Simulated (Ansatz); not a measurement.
# C₂H₄O₃Zr: a ladder of functionals and wavefunction methods

One table from this session's results is given with a row withheld; the runs are named, their logs left out.

The runs use Ansatz 0.2.0, Gaussian basis; functionals in def2-TZVPP, the program's frozen cores in correlated methods.

Plan: LDA (SPW92), PBE-D4, revPBE-D4, BLYP-D4, r2SCAN-D4, B97M-V, PBE0-D4, B3LYP-D4, r2SCANh-D4, r2SCAN0-D4, HSE06-D4, BHLYP-D4, CAM-B3LYP-D4, LC-ωPBE, ωB97X-V, ωB97M-V, B2PLYP, PBE-QIDH; CCSD(T)/def2-SVP; CCSD(T)/def2-TZVPP; MP2/def2-QZVPP; extrapolation to the limit; RPA on PBE.

## Structure used throughout

The geometry comes from an earlier relaxation with PBE0-D4 in a triple-zeta def2 set; it is a stationary point, not always the lowest conformer. Zr takes the def2 core potential; no spin-orbit term is included.

SMILES `C#[C][Zr]([OH])([OH])[OH]`, 10 atoms, charge 0, spin multiplicity 1.

Atoms are counted from 1 here; the program's logs count them from 0.

Bond lengths: C1–C2 1.215 Å, C1–H7 1.067 Å, C2–Zr3 2.213 Å, Zr3–O4 1.916 Å, Zr3–O5 1.916 Å, Zr3–O6 1.916 Å, O4–H8 0.952 Å, O5–H9 0.952 Å, O6–H10 0.952 Å. Angles: C2–C1–H7 180.0°, C1–C2–Zr3 180.0°, C2–Zr3–O4 107.8°, C2–Zr3–O5 107.8°, C2–Zr3–O6 107.8°, O4–Zr3–O5 111.1°, O4–Zr3–O6 111.1°, O5–Zr3–O6 111.1°, Zr3–O4–H8 163.5°, Zr3–O5–H9 163.5°, Zr3–O6–H10 163.5°.

Coordinates:

```mol
C2H4O3Zr
  3D, bonds by distance, orders not assigned

 10  9  0  0  0  0  0  0  0  0999 V2000
    1.2816   -2.1763   -1.4142 C   0  0
    0.7437   -1.2626   -0.8205 C   0  0
   -0.2364    0.4015    0.2609 Zr  0  0
   -0.9602    1.6021   -1.0457 O   0  0
   -1.6217   -0.3467    1.3536 O   0  0
    1.0959    1.2679    1.3320 O   0  0
    1.7539   -2.9784   -1.9355 H   0  0
   -1.1715    2.3794   -1.5538 H   0  0
   -2.4612   -0.5350    1.7619 H   0  0
    1.5758    1.6481    2.0614 H   0  0
  1  2  8  0
  2  3  8  0
  3  4  8  0
  3  5  8  0
  3  6  8  0
  1  7  8  0
  4  8  8  0
  5  9  8  0
  6 10  8  0
M  END
```

The first run:

in.yaml

```yaml
crystal:
  periodic: [false, false, false]
  atoms:
    - {symbol: C, position_ang: [1.281634, -2.176283, -1.414249]}
    - {symbol: C, position_ang: [0.743666, -1.262631, -0.820520]}
    - {symbol: Zr, position_ang: [-0.236415, 0.401529, 0.260948]}
    - {symbol: O, position_ang: [-0.960160, 1.602109, -1.045740]}
    - {symbol: O, position_ang: [-1.621666, -0.346746, 1.353562]}
    - {symbol: O, position_ang: [1.095859, 1.267873, 1.331984]}
    - {symbol: H, position_ang: [1.753925, -2.978397, -1.935493]}
    - {symbol: H, position_ang: [-1.171480, 2.379408, -1.553798]}
    - {symbol: H, position_ang: [-2.461172, -0.534994, 1.761933]}
    - {symbol: H, position_ang: [1.575818, 1.648122, 2.061383]}
basis:
  gaussian: {orbitals: def2-TZVPP}
hamiltonian: {xc: lda}
output: {orbitals: {seedname: orbitals}}
```

Run with:

```bash
ansatz run in.yaml --threads 4 --pin off --events-out ev --progress --plain --max-ram 11315MiB
```

Steps of the session up to this table: LDA; PBE-D4 (GGA); revPBE-D4 (GGA); BLYP-D4 (GGA); r2SCAN-D4 (meta-GGA); B97M-V (meta-GGA); PBE0-D4 (hybrid); B3LYP-D4 (hybrid); r2SCANh-D4 (hybrid); r2SCAN0-D4 (hybrid); HSE06-D4 (hybrid); BHLYP-D4 (hybrid); CAM-B3LYP-D4 (range-separated); LC-ωPBE (range-separated); ωB97X-V (range-separated); ωB97M-V (range-separated); B2PLYP (double hybrid); PBE-QIDH (double hybrid).

One table of the session follows, with a row left open; its other results are not shown here.

It belongs to the step «Orbital energies across the functionals». 

```
  functional  HOMO (eV)  gap (eV)
 LDA (SPW92)      -6.58      4.85
      PBE-D4      -6.37      4.89
   revPBE-D4      -6.29      4.91
     BLYP-D4      -6.20      4.83
   r2SCAN-D4      -6.62      5.32
      B97M-V      -6.57      5.31
     PBE0-D4      -7.59      6.96
    B3LYP-D4      -7.33      6.47
  r2SCANh-D4      -7.08      6.09
  r2SCAN0-D4      -7.76      7.24
    HSE06-D4          ?         ?
    BHLYP-D4      -8.62      8.89
CAM-B3LYP-D4      -8.92      9.31
     LC-ωPBE     -10.36     11.69
     ωB97X-V      -9.95     11.20
     ωB97M-V      -9.83     10.49
```

**Question.** Estimate the row for HSE06-D4.

The run gave: HOMO (eV): -7.18; gap (eV): 6.18. In the column «HOMO (eV)» it lies between B3LYP-D4 (-7.33) and r2SCANh-D4 (-7.08).
